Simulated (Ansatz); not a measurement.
**CH5FGeOSi: how energies converge with the basis set**

An exercise on one series of results from a longer session: the logs are not shown, and one member is left open.

Computed with Ansatz 0.2.0, Gaussian basis. Level: one geometry, several basis sets.

The runs, in order: PBE0-D4/def2-SVP; ωB97M-V/def2-SVP; PBE0-D4/def2-QZVPP; ωB97M-V/def2-QZVPP; the functionals' def2-TZVPP values are taken from earlier runs.

### The geometry

All runs share one geometry, relaxed beforehand with PBE0-D4 in a triple-zeta def2 set.

SMILES `F[C]1([GeH3])O[SiH2]1`, 10 atoms, charge 0, spin multiplicity 1.

Atoms are counted from 1 here; the program's logs count them from 0.

Bond lengths: F1–C2 1.374 Å, C2–Ge3 1.971 Å, C2–O4 1.427 Å, C2–Si5 1.828 Å, Ge3–H6 1.536 Å, Ge3–H7 1.534 Å, Ge3–H8 1.535 Å, O4–Si5 1.679 Å, Si5–H9 1.478 Å, Si5–H10 1.476 Å. Angles: F1–C2–Ge3 111.1°, F1–C2–O4 111.0°, F1–C2–Si5 117.7°, Ge3–C2–O4 115.2°, Ge3–C2–Si5 128.7°, O4–C2–Si5 60.6°, C2–Ge3–H6 107.2°, C2–Ge3–H7 108.7°, C2–Ge3–H8 109.5°, H6–Ge3–H7 110.1°, H6–Ge3–H8 110.5°, H7–Ge3–H8 110.7°, C2–O4–Si5 71.6°, C2–Si5–O4 47.8°, C2–Si5–H9 123.4°, C2–Si5–H10 120.5°, O4–Si5–H9 115.9°, O4–Si5–H10 116.0° and more.

The first run:

File in.yaml:

```yaml
crystal:
  periodic: [false, false, false]
  atoms:
    - {symbol: F, position_ang: [0.011495, -0.691384, -1.835174]}
    - {symbol: C, position_ang: [-0.090981, -0.103395, -0.597957]}
    - {symbol: Ge, position_ang: [0.211091, -1.417631, 0.839307]}
    - {symbol: O, position_ang: [-1.298543, 0.649486, -0.488957]}
    - {symbol: Si, position_ang: [-0.005993, 1.720717, -0.514768]}
    - {symbol: H, position_ang: [0.191732, -0.649381, 2.168846]}
    - {symbol: H, position_ang: [1.582285, -2.072935, 0.628141]}
    - {symbol: H, position_ang: [-0.903325, -2.473052, 0.811960]}
    - {symbol: H, position_ang: [0.238968, 2.466575, 0.737668]}
    - {symbol: H, position_ang: [0.146471, 2.519799, -1.746169]}
basis:
  gaussian: {orbitals: def2-SVP}
hamiltonian: {xc: pbe0, dispersion: d4}
output: {orbitals: {seedname: orbitals}}
```

Started as:

```console
> ansatz run in.yaml --threads 4 --pin off --events-out ev --progress --plain --max-ram 10444MiB
```

Among the steps run: PBE0-D4 in def2-SVP; ωB97M-V in def2-SVP; PBE0-D4 in def2-QZVPP; ωB97M-V in def2-QZVPP.

One of the session's tables, all rows but one given; the rest of the session is left out.

It belongs to the step «Functionals by basis». 

```
functional       basis  HOMO (eV)
   PBE0-D4    def2-SVP      -7.24
   PBE0-D4  def2-TZVPP      -7.29
   PBE0-D4  def2-QZVPP      -7.31
   ωB97M-V    def2-SVP      -9.37
   ωB97M-V  def2-TZVPP      -9.45
   ωB97M-V  def2-QZVPP          ?
```

Estimate the missing values for ωB97M-V, def2-QZVPP.

As computed: HOMO (eV): -9.48. In the column «HOMO (eV)» it is the lowest.
